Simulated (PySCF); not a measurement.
# CeFO (Ce(O)(F)+): the cost of one run

Program: PySCF 2.14.0. Level of theory: PBE0, Ce def2-SVP with ECP28, O def2-SVP, F def2-SVP; scalar-relativistic core potentials, no spin–orbit coupling. These are calculated values, not measurements.

1 further run of the same task is left out (for a known fault of the program).

### 1 The starting structure

3 atoms, charge 1, spin multiplicity 1.

Bond lengths: Ce1–O2 1.710 Å, Ce1–F3 1.963 Å. Angles: O2–Ce1–F3 179.4°.

As a file:

```xyz
3
CeFO
Ce    0.05676    0.00000    0.36712
O     1.76500    0.00000    0.28881
F    -1.90517    0.00000    0.43751
```

Formal oxidation states: Ce +4. An earlier session relaxed this geometry at PBE0, Ce def2-SVP with ECP28, O def2-SVP, F def2-SVP (singlet, point group C∞v).

Its energy there is -649.639821 Eh.

### 2 One electron removed, multiplicity 2

Input file run.py (the lines that set the calculation):

```python
mol = gto.M(atom='''
Ce     0.05676     0.00000     0.36712
O      1.76500     0.00000     0.28881
F     -1.90517     0.00000     0.43751''',
    basis={'Ce': 'def2-SVP', 'O': 'def2-SVP', 'F': 'def2-SVP'},
    ecp={'Ce': 'def2-SVP'},
    charge=2, spin=1)
mf = dft.UKS(mol, xc='PBE0')
mf.grids.atom_grid = (50, 194)  # f atoms: unpruned, at least (60, 302)
mf = mf.density_fit()  # fitting sets: Ce def2-universal-JKFIT, O def2-universal-JKFIT, F def2-universal-JKFIT
mf.conv_tol = 1e-08; mf.max_cycle = 55
mf.kernel(dm0)  # dm0: the density of the relaxed state
```

On the command line:

```
$ OMP_NUM_THREADS=2 python run.py
```

**Question.** How long does this run take on 2 threads of Intel Xeon Platinum 8559C (Emerald Rapids), shared host?

About 1.9 s.
